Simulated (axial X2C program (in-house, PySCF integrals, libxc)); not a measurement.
**TiSi: properties at the nuclei**

Aim: properties at the nuclei of TiSi, with spin–orbit coupling in the Hamiltonian from the start.

Method: two-component X2C with atomic mean-field terms, Ti dyall-cv3z, Si dyall-v3z; program: an in-house X2C program for linear molecules on PySCF integrals.

All values are calculated.

### Step 1. Set-up

task.json

```json
{"zs": [22, 14], "q": 0, "bas": ["dyall-cv3z", "dyall-v3z"], "r0": 2.52, "levels": ["PBE0", "HF", "PBE", "B3LYP", "TPSSh"], "nst": 3}
```

Keys: zs atomic numbers; q charge; bas basis sets; r0 starting distance in Å; levels methods (HF also brings MP2); nst determinants followed.

Launch:

```bash
$ python soeom.py task.json out
```

Further steps of the session: Expectation values, lowest determinant; Expectation values, a higher determinant; Expectation values, a higher determinant.

What does the calculation give? Wanted: lowest determinant; Eeff magnitude; Ws magnitude Ti; A∥/gI Ti; qzz Ti; higher determinant (for each run or level that gives them).

**Answer**, as computed:

| quantity | value |
| --- | --- |
| lowest determinant | Ω = 4 (excess of +ω over −ω: ω = 3/2, ω = 5/2) |
| Eeff magnitude (GV/cm), PBE0 | 0.149 |
| Ws magnitude Ti (kHz), PBE0 | 0.0114 |
| A∥/gI Ti (MHz), PBE0 | 140 |
| qzz Ti (a.u.), PBE0 | -0.17 |
| higher determinant | Ω = 2 (excess of +ω over −ω: ω = -1/2, ω = 5/2) |
| Eeff magnitude (GV/cm), PBE0, higher determinant | 0.266 |
| Ws magnitude Ti (kHz), PBE0, higher determinant | 0.0475 |
| A∥/gI Ti (MHz), PBE0, higher determinant | 290 |
| qzz Ti (a.u.), PBE0, higher determinant | 0.00 |
| higher determinant | Ω = 3 (excess of +ω over −ω: ω = 1/2, ω = 5/2) |
| Eeff magnitude (GV/cm), PBE0, higher determinant | 0.137 |
| Ws magnitude Ti (kHz), PBE0, higher determinant | 0.00992 |
| A∥/gI Ti (MHz), PBE0, higher determinant | 203 |
| qzz Ti (a.u.), PBE0, higher determinant | 1.00 |

In the first state, the effective field runs from 0.109 to 0.762 GV/cm over the mean-field levels, so the levels don't agree on it. The expectation values come from single determinants, which for open shells can mix terms of unlike spin or miss the lowest Ω, so a determinant need not be a state. Eeff is the effective electric field on the electron dipole moment in this Ω state and Ws the scalar–pseudoscalar constant (defined with the proton number Z and per Ω); A∥ is the parallel hyperfine constant, which follows by multiplying with the nuclear g factor gI = μI/(I μN); qzz is the electric field gradient, eQq0 = 234.96 MHz × Q/barn × qzz; μ is positive if Si is the positive end. The operators were transformed with the bare-nucleus X2C matrices.
